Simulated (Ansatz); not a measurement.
# CH7B2NOTe: the cost of one run

All numbers below are computed with Ansatz 0.2.0 (RKS PBE/def2-SVP).

## 1. The starting structure

Bond lengths: N1–B2 1.513 Å, B2–B3 1.666 Å, B3–Te4 2.158 Å, B2–C5 1.583 Å, C5–O6 1.425 Å, N1–H7 1.090 Å, N1–H8 1.010 Å, B3–H9 1.223 Å, Te4–H10 1.698 Å, C5–H11 1.096 Å, C5–H12 1.122 Å, O6–H13 0.958 Å. Angles (14 of 17 angles, heavy atoms first): N1–B2–B3 119.5°, N1–B2–C5 120.4°, B3–B2–C5 119.9°, B2–B3–Te4 123.4°, B2–C5–O6 109.6°, B2–N1–H7 103.2°, B2–N1–H8 108.4°, B2–B3–H9 116.3°, Te4–B3–H9 120.2°, B3–Te4–H10 91.7°, B2–C5–H11 111.2°, B2–C5–H12 111.7°, O6–C5–H11 109.5°, O6–C5–H12 108.0°.

Structure file:

```xyz
13

N    -1.3348   -1.1579   -0.0395
B    -0.1926   -0.1674    0.0057
B     0.3561    0.5164   -1.4115
Te   -0.5002    0.0921   -3.3462
C     0.5562    0.1315    1.3683
O     0.4516    1.5191    1.6767
H    -2.1828   -0.5460   -0.3467
H    -1.5501   -1.4389    0.9068
H     1.3337    1.2450   -1.3185
H     0.4620   -1.2960   -3.5244
H     1.6133   -0.1507    1.3094
H     0.1129   -0.4481    2.2212
H     0.8949    1.6663    2.5134
```

## 2. End point A

File input.yaml:

```yaml
crystal:
  periodic: [false, false, false]
  atoms:
    - { symbol: "N", position_ang: [-1.3348, -1.1579, -0.0395] }
    - { symbol: B, position_ang: [-0.1926, -0.1674, 0.0057] }
    - { symbol: B, position_ang: [0.3561, 0.5164, -1.4115] }
    - { symbol: Te, position_ang: [-0.5002, 0.0921, -3.3462] }
    - { symbol: C, position_ang: [0.5562, 0.1315, 1.3683] }
    - { symbol: O, position_ang: [0.4516, 1.5191, 1.6767] }
    - { symbol: H, position_ang: [-2.1828, -0.546, -0.3467] }
    - { symbol: H, position_ang: [-1.5501, -1.4389, 0.9068] }
    - { symbol: H, position_ang: [1.3337, 1.245, -1.3185] }
    - { symbol: H, position_ang: [0.462, -1.296, -3.5244] }
    - { symbol: H, position_ang: [1.6133, -0.1507, 1.3094] }
    - { symbol: H, position_ang: [0.1129, -0.4481, 2.2212] }
    - { symbol: H, position_ang: [0.8949, 1.6663, 2.5134] }
basis:
  gaussian: { orbitals: def2-SVP }
hamiltonian:
  xc: pbe
relax:
  f_tol: 0.015
  max_steps: 40
output:
  orbitals: {}
```

Run with:

```sh
ansatz run input.yaml --threads 2 --pin off --max-ram 3072MiB --backend cpu --events-out ev --progress --plain --runs-dir out
```

**Question.** How long does this run take on 2 threads of Intel Xeon Platinum 8488C (Sapphire Rapids), shared host, and how much memory does it need?

About 63 s, with a peak of 0.21 GiB.
